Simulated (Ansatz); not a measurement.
What does this script print? It uses the Ansatz DFT code, driven from Python.

`run_methods.py`
```python
"""BH4O2SSb at several levels of theory."""

from pathlib import Path

import ansatz
from ase import Atoms
import numpy as np


def main() -> None:
    atoms = Atoms(["O", "B", "O", "Sb", "S", "H", "H", "H", "H"], positions=[
        (0.9066, 1.5145, 0.9631),
        (0.9186, 0.1134, 1.1655),
        (-0.3063, -0.7028, 0.9788),
        (-0.126, -1.3209, -0.936),
        (-1.9516, 0.2457, -1.6057),
        (1.102, 1.6982, -0.0019),
        (1.9574, -0.3787, 1.534),
        (-1.3505, -2.5754, -0.6304),
        (-1.0619, 1.3597, -1.4846),
    ])
    molecule = ansatz.Crystal.molecule_from_ase(atoms)

    model = molecule.calculation().basis(gaussian="def2-SVP")

    print("functional    E (Ha)        dipole (D)   HOMO (eV)  LUMO (eV)")
    for name in ["pbe0", "r2scan", "pbe", "lc_wpbe", "hse06"]:
        report = model.functional(name).forces().orbitals().run(runs_dir="runs").report
        lines = Path(report["orbitals_path"]).read_text().splitlines()
        field_of = lambda key: [line.split("=")[1].strip() for line in lines if line.startswith(key)]
        orbitals = [(27.211386 * float(e), s, float(n)) for e, s, n in zip(field_of("Ene="), field_of("Spin="), field_of("Occup="))]
        homo = max(e for e, _, n in orbitals if n > 0.5)
        lumo = min(e for e, _, n in orbitals if n < 0.5)
        dipole = 4.803205 * np.linalg.norm(report["charge_distribution"]["dipole_moment_e_ang"])
        print(f"{name:10s} {report['free_energy_ev'] / 27.211386246:14.6f} {dipole:9.3f} {homo:11.3f} {lumo:10.3f}")


if __name__ == "__main__":
    main()
```

Output of `python run_methods.py`:
```text
functional    E (Ha)        dipole (D)   HOMO (eV)  LUMO (eV)
pbe0          -815.618049     3.787      -7.125     -1.665
r2scan        -815.926468     3.668      -6.177     -2.292
pbe           -815.576978     3.496      -5.840     -2.389
lc_wpbe       -815.746559     4.000      -9.819      0.420
hse06         -815.600899     3.775      -6.725     -2.036
```

Total energies depend on the basis set; only differences at equal settings carry meaning. The geometry is a force-field or estimated start, not a minimum of this method, and the basis set is short of its limit. A lower total doesn't mark the better method: functionals have no common bound, and MP2 and coupled cluster aren't variational. def2 sets replace the cores of elements past krypton by effective core potentials. Levels such as HOMO and LUMO are orbital energies: with these approximate functionals they aren't the ionisation energy and electron affinity, and their gap isn't the fundamental gap. hse06 follows the composition of plane-wave codes, whose totals differ by tens of mHa, up to about 0.1 Ha, from the form usual in Gaussian-basis programs (wpbeh). Wall time of the script: 30 s on 1 thread of Arm Neoverse V1, on a shared host, peak memory 0.34 GiB.

(Lines on the test bed's own set-up are left out of the output.)
